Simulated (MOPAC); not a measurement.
**CH5BO2S2 (SMILES CSSB(O)O): MNDOD (COSMO benzene)**

We compute a structure relaxation of CH5BO2S2. 

The calculation is run with MOPAC 23.2.5.

7 further runs of the same task are left out: 7 set aside as unsound or not needed.

## (1) The structure to begin with

The species is CH5BO2S2 (11 atoms), meant as a singlet with charge 0. SMILES: `CSSB(O)O`. Geometry: a rough force-field guess. This is one conformer, not always the lowest. The run starts from this shape.

Bond lengths: C1–S2 1.809 Å, S2–S3 2.142 Å, S3–B4 1.831 Å, B4–O5 1.418 Å, B4–O6 1.533 Å, C1–H7 1.114 Å, C1–H8 1.051 Å, C1–H9 1.143 Å, O5–H10 1.029 Å, O6–H11 1.009 Å. Some angles: C1–S2–S3 93.0°, S2–S3–B4 93.0°, S3–B4–O5 125.2°, S3–B4–O6 117.6°, O5–B4–O6 117.2°, S2–C1–H7 108.0°, S2–C1–H8 110.9°, S2–C1–H9 107.8°, B4–O5–H10 103.2°, B4–O6–H11 105.3°.

## (2) A geometry optimisation at MNDOD (COSMO benzene)

Contents of mol.xyz:

```xyz
11

C     -0.151100    -1.273500     1.578400
S      1.160400    -0.108700     1.134700
S      1.219800    -0.776400    -0.899900
B      0.283100     0.675200    -1.505200
O      0.858400     1.895900    -1.942000
O     -1.242600     0.548500    -1.593100
H     -0.435300    -1.084800     2.638900
H      0.151900    -2.264500     1.401900
H     -1.086800    -0.989200     0.986900
H      0.896000     2.459000    -1.081200
H     -1.588400     0.861600    -0.698900
```

Contents of run.mop:

```
MNDOD GNORM=1 CYCLES=200 EPS=2.27 LBFGS AUX(PRECISION=6) THREADS=1
mol.xyz

C    0.000000  1    0.000000  1    0.000000  1     0   0   0
S    1.809326  1    0.000000  1    0.000000  1     1   0   0
S    2.142183  1   93.001019  1    0.000000  1     2   1   0
B    1.830557  1   93.021077  1  102.622426  1     3   2   1
O    1.418405  1  125.221337  1   90.357519  1     4   3   2
O    1.533473  1  117.551384  1  268.172854  1     4   3   2
H    1.114019  1  108.018311  1  183.554646  1     1   2   3
H    1.051210  1  110.903553  1   59.035771  1     1   2   3
H    1.142906  1  107.841485  1  295.373794  1     1   2   3
H    1.029307  1  103.184835  1  269.492773  1     5   4   3
H    1.008565  1  105.346448  1   90.404417  1     6   4   3
```

Command:

```
$ obabel mol.xyz -omopin -xk "MNDOD GNORM=1 CYCLES=200 EPS=2.27 LBFGS AUX(PRECISION=6) THREADS=1" -O run.mop
$ mopac run.mop
```

What values should one expect? Wanted: dipole moment; HOMO energy; LUMO energy; HOMO–LUMO gap; heat of formation.

Computed results:

At MNDOD (COSMO benzene):

```
         quantity            value
    dipole moment           2.20 D
      HOMO energy         -9.23 eV
      LUMO energy          0.13 eV
    HOMO–LUMO gap          9.36 eV
heat of formation  -168.4 kcal/mol
```

**Reading.** At the final geometry: Bond lengths: C1–S2 1.803 Å, S2–S3 2.008 Å, S3–B4 1.834 Å, B4–O5 1.360 Å, B4–O6 1.361 Å, C1–H7 1.112 Å, C1–H8 1.111 Å, C1–H9 1.111 Å, O5–H10 0.946 Å, O6–H11 0.945 Å. Some angles: C1–S2–S3 110.3°, S2–S3–B4 112.9°, S3–B4–O5 123.5°, S3–B4–O6 124.5°, O5–B4–O6 111.8°, S2–C1–H7 106.8°, S2–C1–H8 111.8°, S2–C1–H9 112.0°, B4–O5–H10 117.5°, B4–O6–H11 117.6°. The optimisation took 40 steps and changed the energy by -2.528 eV.
